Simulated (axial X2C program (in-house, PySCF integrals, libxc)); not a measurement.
# InCl: properties at the nuclei

Aim: properties at the nuclei of InCl, with spin–orbit coupling in the Hamiltonian from the start.

Computed with an in-house X2C program for linear molecules on PySCF integrals. Level: two-component X2C with atomic mean-field terms, In dyall-cv3z, Cl dyall-av3z.

All values are calculated.

**1. The job**

Input file task.json:

```json
{"zs": [49, 17], "q": 0, "bas": ["dyall-cv3z", "dyall-av3z"], "r0": 2.41, "levels": ["PBE0", "HF", "BP86", "PBE50", "r2SCAN"], "nst": 3}
```

Keys: zs atomic numbers; q charge; bas basis sets; r0 starting distance in Å; levels methods (HF also brings MP2); nst determinants followed.

On the command line:

```bash
python soeom.py task.json out
```

Nuclei are Gaussian, cores are contracted, and the Gaunt term is on.

**2. Expectation values, lowest determinant**

R = 2.425 Å. State: Ω = 0 (closed shell).

Output of the PBE0 run:

```text
two-component X2C + atomic mean field  PBE0
basis functions 191  fitting functions 958  grid points 5083
iter        total energy     max residual
   1      -6339.524311235     1.29e+00
   2      -6339.718714603     4.53e-03
   3      -6339.718727234     2.79e-03
   4      -6339.718933269     1.77e-04
   5      -6339.718933548     1.35e-04
   6      -6339.718934177     3.79e-05
   7      -6339.718934232     4.60e-06
   8      -6339.718934233     1.02e-06
converged
one-electron -9087.82167473  Coulomb 2758.85818589  exact exchange -46.55858355  xc functional -142.62029702  nuclear repulsion 181.77509967  atomic mean-field constant -3.35166449
```

The highest occupied spinor is 37% In s, 35% Cl p, 21% In p.

```
 level  qzz In (a.u.)  qzz Cl (a.u.)  μ (D)
  PBE0          -3.77           0.80  -3.58
    HF          -3.97           0.77  -3.61
  BP86          -3.65           0.74  -3.42
 PBE50          -3.89           0.84  -3.65
r2SCAN          -3.76           0.73  -3.41
```

qzz is the electric field gradient, eQq0 = 234.96 MHz × Q/barn × qzz; μ is positive if Cl is the positive end. The operators were transformed with the bare-nucleus X2C matrices.

**3. Outcome**

| quantity | value |
| --- | --- |
| lowest determinant | Ω = 0 (closed shell) |
| qzz In (a.u.), PBE0 | -3.77 |
| qzz Cl (a.u.), PBE0 | 0.80 |
| μ (D), PBE0 | -3.58 |

The expectation values come from single determinants, which for open shells can mix terms of unlike spin or miss the lowest Ω, so a determinant need not be a state. qzz is the electric field gradient, eQq0 = 234.96 MHz × Q/barn × qzz; μ is positive if Cl is the positive end. The operators were transformed with the bare-nucleus X2C matrices.
